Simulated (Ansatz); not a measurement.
**H4OSiZn: one species, many methods**

An exercise on one series of results from a longer session: the logs are not shown, and one member is left open.

Method: functionals in def2-TZVPP, the program's frozen cores in correlated methods; program: Ansatz 0.2.0, Gaussian basis.

Levels to be run: LDA (SPW92), PBE-D4, revPBE-D4, BLYP-D4, r2SCAN-D4, B97M-V, PBE0-D4, B3LYP-D4, r2SCANh-D4, r2SCAN0-D4, HSE06-D4, BHLYP-D4, CAM-B3LYP-D4, LC-ωPBE, ωB97X-V, ωB97M-V, B2PLYP, PBE-QIDH; CCSD(T)/def2-SVP; CCSD(T)/def2-TZVPP; MP2/def2-QZVPP; extrapolation to the limit; RPA on PBE.

**The geometry**

The geometry comes from an earlier relaxation with PBE0-D4 in a triple-zeta def2 set; it is a stationary point, not always the lowest conformer.

SMILES `[OH][Zn][SiH3]`, 7 atoms, charge 0, spin multiplicity 1.

Atoms are counted from 1 here; the program's logs count them from 0.

Bond lengths: O1–Zn2 1.783 Å, O1–H4 0.958 Å, Zn2–Si3 2.341 Å, Si3–H5 1.489 Å, Si3–H6 1.489 Å, Si3–H7 1.490 Å. Angles: Zn2–O1–H4 118.0°, O1–Zn2–Si3 176.1°, Zn2–Si3–H5 111.3°, Zn2–Si3–H6 111.4°, Zn2–Si3–H7 110.9°, H5–Si3–H6 107.8°, H5–Si3–H7 107.7°, H6–Si3–H7 107.6°.

The first run:

The input, in.yaml:

```yaml
crystal:
  periodic: [false, false, false]
  atoms:
    - {symbol: O, position_ang: [-1.553243, -2.295047, -0.125978]}
    - {symbol: Zn, position_ang: [-0.546786, -0.825187, -0.042941]}
    - {symbol: Si, position_ang: [0.903386, 1.008898, 0.063636]}
    - {symbol: H, position_ang: [-2.504712, -2.187179, -0.153909]}
    - {symbol: H, position_ang: [2.075944, 0.823447, -0.835024]}
    - {symbol: H, position_ang: [1.416873, 1.215754, 1.445943]}
    - {symbol: H, position_ang: [0.208537, 2.259313, -0.351727]}
basis:
  gaussian: {orbitals: def2-TZVPP}
hamiltonian: {xc: lda}
output: {orbitals: {seedname: orbitals}}
```

The run is started by

```sh
ansatz run in.yaml --threads 2 --pin off --events-out ev --progress --plain --max-ram 4352MiB
```

Among the steps run: LDA; PBE-D4 (GGA); revPBE-D4 (GGA); BLYP-D4 (GGA); r2SCAN-D4 (meta-GGA); B97M-V (meta-GGA); B3LYP-D4 (hybrid); r2SCANh-D4 (hybrid); r2SCAN0-D4 (hybrid); HSE06-D4 (hybrid); BHLYP-D4 (hybrid); CAM-B3LYP-D4 (range-separated); LC-ωPBE (range-separated); ωB97X-V (range-separated); ωB97M-V (range-separated); B2PLYP (double hybrid); PBE-QIDH (double hybrid).

One of the session's tables, all rows but one given; the rest of the session is left out.

It belongs to the step «Frontier levels by functional». 

| functional | HOMO (eV) | gap (eV) |
| --- | --- | --- |
| LDA (SPW92) | -6.79 | 5.03 |
| PBE-D4 | -6.57 | 5.00 |
| revPBE-D4 | -6.49 | 5.00 |
| BLYP-D4 | -6.46 | 4.96 |
| r2SCAN-D4 | -6.88 | 5.54 |
| B97M-V | -6.95 | 5.40 |
| PBE0-D4 | -7.94 | 7.11 |
| B3LYP-D4 | -7.74 | 6.66 |
| r2SCANh-D4 | -7.47 | 6.40 |
| r2SCAN0-D4 | -8.12 | 7.42 |
| HSE06-D4 | ? | ? |
| BHLYP-D4 | -8.94 | 8.77 |
| CAM-B3LYP-D4 | -9.25 | 9.25 |
| LC-ωPBE | -10.57 | 11.64 |
| ωB97X-V | -10.21 | 11.16 |
| ωB97M-V | -10.05 | 10.70 |

Q: Estimate the row for HSE06-D4 from the others.

As computed: HOMO (eV): -7.54; gap (eV): 6.35. In the column «HOMO (eV)» it lies between B3LYP-D4 (-7.74) and r2SCANh-D4 (-7.47).
